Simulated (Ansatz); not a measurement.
## Molecular dynamics of NbCrF6

Input:

```yaml
accuracy: low
crystal:
  lattice:
    - [5.651004, 0.0, 0.0]
    - [0.0, 5.651004, 0.0]
    - [0.0, 0.0, 8.62206]
  atoms:
    - { symbol: Nb, position: [0.00044317, -0.00201217, 0.00588916] }
    - { symbol: Cr, position: [0.01002908, -0.00078171, 0.48834822], spin: 1.5 }
    - { symbol: F, position: [0.22417742, 0.28111449, -0.0454043] }
    - { symbol: F, position: [0.21903846, 0.71161528, 0.44902949] }
    - { symbol: F, position: [0.28655503, 0.22235878, 0.55208199] }
    - { symbol: F, position: [0.81547864, 0.26448507, 0.49775882] }
    - { symbol: F, position: [0.0939921, 0.06463929, 0.21938037] }
    - { symbol: F, position: [-0.05619393, -0.07358177, 0.79079498] }
    - { symbol: Nb, position: [0.494762, 0.50652057, 0.50208443] }
    - { symbol: Cr, position: [0.48361948, 0.49432928, 0.00347771], spin: 1.5 }
    - { symbol: F, position: [0.71894981, 0.79872992, 0.45642863] }
    - { symbol: F, position: [0.71454253, 0.23321812, 0.02939976] }
    - { symbol: F, position: [0.74409058, 0.70966724, 0.05458817] }
    - { symbol: F, position: [0.26986762, 0.74695606, -0.01200049] }
    - { symbol: F, position: [0.57186585, 0.60134848, 0.71465949] }
    - { symbol: F, position: [0.43846667, 0.43506142, 0.27666185] }
magnetization:
  spin_polarized: true
basis:
  ecutwfc: 500.0
kpoints:
  mp_grid: { grid: [2, 2, 1] }
hamiltonian:
  xc: r2scan
scf:
  occupations: { method: fermi_dirac, width: 0.002 }
  lower_state_search: "off"
  max_iter: 69
md:
  timestep: 2
  n_steps: 70
  ensemble: nvt_nose_hoover
  temperature: 650.0
  initial_velocities: maxwell_boltzmann
  seed: 946837
  nose_hoover: { tau: 100.0, chain_length: 1 }
```

Launched with:

```bash
$ ansatz run input.yaml --threads 2 --pin off --max-ram 5120MiB --backend cpu --events-out ev --progress --plain --runs-dir out
```

It goes on from the last frame of an earlier run, with new velocities.

Output, in part (step lines):

```
md step     0: t =     0.00 fs  T =   650.0 K  F+E_penalty+E_count = -25622.38297140 eV  E_kin = 1.260285 eV  conserved = -25621.12268641 eV  (22 SCF iters)
md step     1: t =     2.00 fs  T =   610.5 K  F+E_penalty+E_count = -25622.30557244 eV  E_kin = 1.183621 eV  conserved = -25621.12195889 eV  (11 SCF iters)
md step     2: t =     4.00 fs  T =   585.6 K  F+E_penalty+E_count = -25622.25686429 eV  E_kin = 1.135408 eV  conserved = -25621.12152435 eV  (11 SCF iters)
md step     3: t =     6.00 fs  T =   578.8 K  F+E_penalty+E_count = -25622.24356585 eV  E_kin = 1.122256 eV  conserved = -25621.12152283 eV  (11 SCF iters)
md step     4: t =     8.00 fs  T =   590.1 K  F+E_penalty+E_count = -25622.26568994 eV  E_kin = 1.144164 eV  conserved = -25621.12198187 eV  (11 SCF iters)
md step     5: t =    10.00 fs  T =   615.9 K  F+E_penalty+E_count = -25622.31621627 eV  E_kin = 1.194226 eV  conserved = -25621.12277940 eV  (11 SCF iters)
md step     6: t =    12.00 fs  T =   650.1 K  F+E_penalty+E_count = -25622.38293103 eV  E_kin = 1.260429 eV  conserved = -25621.12369181 eV  (11 SCF iters)
md step     7: t =    14.00 fs  T =   685.4 K  F+E_penalty+E_count = -25622.45174119 eV  E_kin = 1.328851 eV  conserved = -25621.12450106 eV  (11 SCF iters)
md step     8: t =    16.00 fs  T =   715.3 K  F+E_penalty+E_count = -25622.50996681 eV  E_kin = 1.386889 eV  conserved = -25621.12507334 eV  (11 SCF iters)
md step     9: t =    18.00 fs  T =   735.1 K  F+E_penalty+E_count = -25622.54844644 eV  E_kin = 1.425359 eV  conserved = -25621.12536879 eV  (11 SCF iters)
md step    10: t =    20.00 fs  T =   742.4 K  F+E_penalty+E_count = -25622.56231406 eV  E_kin = 1.439350 eV  conserved = -25621.12539087 eV  (11 SCF iters)
md step    11: t =    22.00 fs  T =   736.7 K  F+E_penalty+E_count = -25622.55109870 eV  E_kin = 1.428370 eV  conserved = -25621.12514074 eV  (11 SCF iters)
md step    12: t =    24.00 fs  T =   720.2 K  F+E_penalty+E_count = -25622.51870333 eV  E_kin = 1.396327 eV  conserved = -25621.12462597 eV  (11 SCF iters)
md step    13: t =    26.00 fs  T =   696.9 K  F+E_penalty+E_count = -25622.47314884 eV  E_kin = 1.351215 eV  conserved = -25621.12390833 eV  (11 SCF iters)
md step    14: t =    28.00 fs  T =   672.5 K  F+E_penalty+E_count = -25622.42543945 eV  E_kin = 1.303921 eV  conserved = -25621.12314940 eV  (11 SCF iters)
md step    15: t =    30.00 fs  T =   652.8 K  F+E_penalty+E_count = -25622.38699646 eV  E_kin = 1.265672 eV  conserved = -25621.12258726 eV  (11 SCF iters)
md step    16: t =    32.00 fs  T =   641.8 K  F+E_penalty+E_count = -25622.36602520 eV  E_kin = 1.244479 eV  conserved = -25621.12244352 eV  (11 SCF iters)
md step    17: t =    34.00 fs  T =   640.6 K  F+E_penalty+E_count = -25622.36424746 eV  E_kin = 1.241998 eV  conserved = -25621.12279509 eV  (11 SCF iters)
md step    18: t =    36.00 fs  T =   646.0 K  F+E_penalty+E_count = -25622.37582314 eV  E_kin = 1.252519 eV  conserved = -25621.12351004 eV  (11 SCF iters)
md step    19: t =    38.00 fs  T =   652.4 K  F+E_penalty+E_count = -25622.38934475 eV  E_kin = 1.264908 eV  conserved = -25621.12430608 eV  (11 SCF iters)
md step    20: t =    40.00 fs  T =   653.3 K  F+E_penalty+E_count = -25622.39206367 eV  E_kin = 1.266709 eV  conserved = -25621.12488300 eV  (11 SCF iters)
md step    21: t =    42.00 fs  T =   643.9 K  F+E_penalty+E_count = -25622.37441211 eV  E_kin = 1.248544 eV  conserved = -25621.12505351 eV  (12 SCF iters)
md step    22: t =    44.00 fs  T =   622.6 K  F+E_penalty+E_count = -25622.33302236 eV  E_kin = 1.207106 eV  conserved = -25621.12477882 eV  (12 SCF iters)
md step    23: t =    46.00 fs  T =   591.0 K  F+E_penalty+E_count = -25622.27144788 eV  E_kin = 1.145890 eV  conserved = -25621.12415252 eV  (12 SCF iters)
md step    24: t =    48.00 fs  T =   553.8 K  F+E_penalty+E_count = -25622.19874352 eV  E_kin = 1.073801 eV  conserved = -25621.12336535 eV  (12 SCF iters)
md step    25: t =    50.00 fs  T =   517.0 K  F+E_penalty+E_count = -25622.12666882 eV  E_kin = 1.002439 eV  conserved = -25621.12261478 eV  (12 SCF iters)
md step    26: t =    52.00 fs  T =   486.4 K  F+E_penalty+E_count = -25622.06668605 eV  E_kin = 0.943149 eV  conserved = -25621.12204420 eV  (12 SCF iters)
md step    27: t =    54.00 fs  T =   466.6 K  F+E_penalty+E_count = -25622.02767483 eV  E_kin = 0.904760 eV  conserved = -25621.12172220 eV  (12 SCF iters)
md step    28: t =    56.00 fs  T =   460.3 K  F+E_penalty+E_count = -25622.01476665 eV  E_kin = 0.892424 eV  conserved = -25621.12164396 eV  (12 SCF iters)
md step    29: t =    58.00 fs  T =   468.1 K  F+E_penalty+E_count = -25622.02930303 eV  E_kin = 0.907544 eV  conserved = -25621.12176506 eV  (13 SCF iters)
md step    30: t =    60.00 fs  T =   489.1 K  F+E_penalty+E_count = -25622.06944876 eV  E_kin = 0.948319 eV  conserved = -25621.12206750 eV  (13 SCF iters)
md step    31: t =    62.00 fs  T =   521.0 K  F+E_penalty+E_count = -25622.13059388 eV  E_kin = 1.010180 eV  conserved = -25621.12252832 eV  (13 SCF iters)
md step    32: t =    64.00 fs  T =   560.4 K  F+E_penalty+E_count = -25622.20604493 eV  E_kin = 1.086631 eV  conserved = -25621.12295272 eV  (13 SCF iters)
md step    33: t =    66.00 fs  T =   604.2 K  F+E_penalty+E_count = -25622.28944138 eV  E_kin = 1.171446 eV  conserved = -25621.12319081 eV  (12 SCF iters)
md step    34: t =    68.00 fs  T =   650.1 K  F+E_penalty+E_count = -25622.37673077 eV  E_kin = 1.260490 eV  conserved = -25621.12328858 eV  (12 SCF iters)
md step    35: t =    70.00 fs  T =   697.0 K  F+E_penalty+E_count = -25622.46573239 eV  E_kin = 1.351355 eV  conserved = -25621.12341440 eV  (12 SCF iters)
md step    36: t =    72.00 fs  T =   743.3 K  F+E_penalty+E_count = -25622.55391932 eV  E_kin = 1.441261 eV  conserved = -25621.12373939 eV  (11 SCF iters)
md step    37: t =    74.00 fs  T =   786.4 K  F+E_penalty+E_count = -25622.63596872 eV  E_kin = 1.524717 eV  conserved = -25621.12433494 eV  (11 SCF iters)
md step    38: t =    76.00 fs  T =   821.4 K  F+E_penalty+E_count = -25622.70280757 eV  E_kin = 1.592633 eV  conserved = -25621.12510188 eV  (11 SCF iters)
md step    39: t =    78.00 fs  T =   842.7 K  F+E_penalty+E_count = -25622.74319321 eV  E_kin = 1.633900 eV  conserved = -25621.12579274 eV  (11 SCF iters)
md step    40: t =    80.00 fs  T =   845.4 K  F+E_penalty+E_count = -25622.74745766 eV  E_kin = 1.639061 eV  conserved = -25621.12610883 eV  (11 SCF iters)
md step    41: t =    82.00 fs  T =   827.6 K  F+E_penalty+E_count = -25622.71193774 eV  E_kin = 1.604639 eV  conserved = -25621.12582873 eV  (11 SCF iters)
md step    42: t =    84.00 fs  T =   792.3 K  F+E_penalty+E_count = -25622.64219905 eV  E_kin = 1.536273 eV  conserved = -25621.12490933 eV  (11 SCF iters)
md step    43: t =    86.00 fs  T =   747.4 K  F+E_penalty+E_count = -25622.55348139 eV  E_kin = 1.449099 eV  conserved = -25621.12353734 eV  (10 SCF iters)
md step    44: t =    88.00 fs  T =   703.8 K  F+E_penalty+E_count = -25622.46755570 eV  E_kin = 1.364587 eV  conserved = -25621.12211643 eV  (10 SCF iters)
md step    45: t =    90.00 fs  T =   672.8 K  F+E_penalty+E_count = -25622.40652528 eV  E_kin = 1.304452 eV  conserved = -25621.12112291 eV  (10 SCF iters)
md step    46: t =    92.00 fs  T =   662.1 K  F+E_penalty+E_count = -25622.38576108 eV  E_kin = 1.283799 eV  conserved = -25621.12087531 eV  (10 SCF iters)
md step    47: t =    94.00 fs  T =   673.8 K  F+E_penalty+E_count = -25622.40913231 eV  E_kin = 1.306502 eV  conserved = -25621.12138332 eV  (11 SCF iters)
md step    48: t =    96.00 fs  T =   704.0 K  F+E_penalty+E_count = -25622.46873700 eV  E_kin = 1.364903 eV  conserved = -25621.12237835 eV  (11 SCF iters)
md step    49: t =    98.00 fs  T =   744.6 K  F+E_penalty+E_count = -25622.54888448 eV  E_kin = 1.443638 eV  conserved = -25621.12347503 eV  (11 SCF iters)
md step    50: t =   100.00 fs  T =   786.7 K  F+E_penalty+E_count = -25622.63198630 eV  E_kin = 1.525368 eV  conserved = -25621.12434040 eV  (11 SCF iters)
md step    51: t =   102.00 fs  T =   823.0 K  F+E_penalty+E_count = -25622.70364551 eV  E_kin = 1.595757 eV  conserved = -25621.12481571 eV  (11 SCF iters)
md step    52: t =   104.00 fs  T =   849.0 K  F+E_penalty+E_count = -25622.75526288 eV  E_kin = 1.646118 eV  conserved = -25621.12490470 eV  (11 SCF iters)
md step    53: t =   106.00 fs  T =   863.1 K  F+E_penalty+E_count = -25622.78411969 eV  E_kin = 1.673554 eV  conserved = -25621.12472797 eV  (11 SCF iters)
md step    54: t =   108.00 fs  T =   866.1 K  F+E_penalty+E_count = -25622.79169027 eV  E_kin = 1.679347 eV  conserved = -25621.12445427 eV  (11 SCF iters)
md step    55: t =   110.00 fs  T =   859.6 K  F+E_penalty+E_count = -25622.78124876 eV  E_kin = 1.666658 eV  conserved = -25621.12421400 eV  (11 SCF iters)
md step    56: t =   112.00 fs  T =   845.1 K  F+E_penalty+E_count = -25622.75591175 eV  E_kin = 1.638575 eV  conserved = -25621.12407805 eV  (11 SCF iters)
md step    57: t =   114.00 fs  T =   823.7 K  F+E_penalty+E_count = -25622.71762165 eV  E_kin = 1.597118 eV  conserved = -25621.12403666 eV  (12 SCF iters)
md step    58: t =   116.00 fs  T =   796.0 K  F+E_penalty+E_count = -25622.66733268 eV  E_kin = 1.543425 eV  conserved = -25621.12399352 eV  (12 SCF iters)
md step    59: t =   118.00 fs  T =   762.8 K  F+E_penalty+E_count = -25622.60636931 eV  E_kin = 1.479058 eV  conserved = -25621.12380952 eV  (12 SCF iters)
md step    60: t =   120.00 fs  T =   726.1 K  F+E_penalty+E_count = -25622.53839079 eV  E_kin = 1.407893 eV  conserved = -25621.12336867 eV  (13 SCF iters)
md step    61: t =   122.00 fs  T =   689.9 K  F+E_penalty+E_count = -25622.47094837 eV  E_kin = 1.337572 eV  conserved = -25621.12266920 eV  (13 SCF iters)
md step    62: t =   124.00 fs  T =   659.8 K  F+E_penalty+E_count = -25622.41533591 eV  E_kin = 1.279296 eV  conserved = -25621.12185586 eV  (12 SCF iters)
md step    63: t =   126.00 fs  T =   642.4 K  F+E_penalty+E_count = -25622.38425102 eV  E_kin = 1.245497 eV  conserved = -25621.12119786 eV  (12 SCF iters)
md step    64: t =   128.00 fs  T =   642.6 K  F+E_penalty+E_count = -25622.38777924 eV  E_kin = 1.245910 eV  conserved = -25621.12099380 eV  (13 SCF iters)
md step    65: t =   130.00 fs  T =   661.9 K  F+E_penalty+E_count = -25622.42907552 eV  E_kin = 1.283433 eV  conserved = -25621.12140535 eV  (13 SCF iters)
md step    66: t =   132.00 fs  T =   697.2 K  F+E_penalty+E_count = -25622.50197190 eV  E_kin = 1.351864 eV  conserved = -25621.12234435 eV  (12 SCF iters)
md step    67: t =   134.00 fs  T =   741.2 K  F+E_penalty+E_count = -25622.59219631 eV  E_kin = 1.437106 eV  conserved = -25621.12351197 eV  (12 SCF iters)
md step    68: t =   136.00 fs  T =   784.7 K  F+E_penalty+E_count = -25622.68178726 eV  E_kin = 1.521438 eV  conserved = -25621.12455757 eV  (12 SCF iters)
md step    69: t =   138.00 fs  T =   819.4 K  F+E_penalty+E_count = -25622.75445607 eV  E_kin = 1.588763 eV  conserved = -25621.12521647 eV  (12 SCF iters)
md step    70: t =   140.00 fs  T =   839.9 K  F+E_penalty+E_count = -25622.79955688 eV  E_kin = 1.628478 eV  conserved = -25621.12542465 eV  (12 SCF iters)
```

The run went to its last step. The conserved energy stayed within 0.21 meV per atom of its start (net change -0.17 meV per atom), so the integration is sound. The mean temperature of the second half is 17 % above the set value. A run of 0.14 ps of so small a system gives no equilibrium averages. No Hubbard correction was used and the magnetic state wasn't searched. The smearing is very narrow for this mesh. Limits of this set-up: coarse k mesh, low accuracy level.

Mean squared displacements from the first frame to the last, about the centre of mass: Nb 0.02 Å², Cr 0.08 Å², F 0.45 Å².

Last frame:

```xyz
16
Lattice="5.6510 0.0000 0.0000 0.0000 5.6510 0.0000 0.0000 0.0000 8.6221" Properties=species:S:1:pos:R:3
Nb -0.061 -0.117 -0.058
Cr 0.102 0.131 4.547
F 1.212 1.458 0.072
F 1.418 4.457 3.948
F 1.330 1.490 4.108
F 4.330 1.676 4.587
F -0.105 0.156 1.773
F 0.192 -0.239 6.650
Nb 2.820 2.955 4.316
Cr 2.834 2.706 -0.018
F 4.147 4.405 4.713
F 4.134 1.149 -0.524
F 4.307 3.975 -0.182
F 1.353 4.138 0.217
F 2.587 2.850 6.238
F 3.374 2.645 2.552
```

Run time: 36 min on 2 threads of Arm Neoverse V1 (shared host), peak memory 1 GiB.
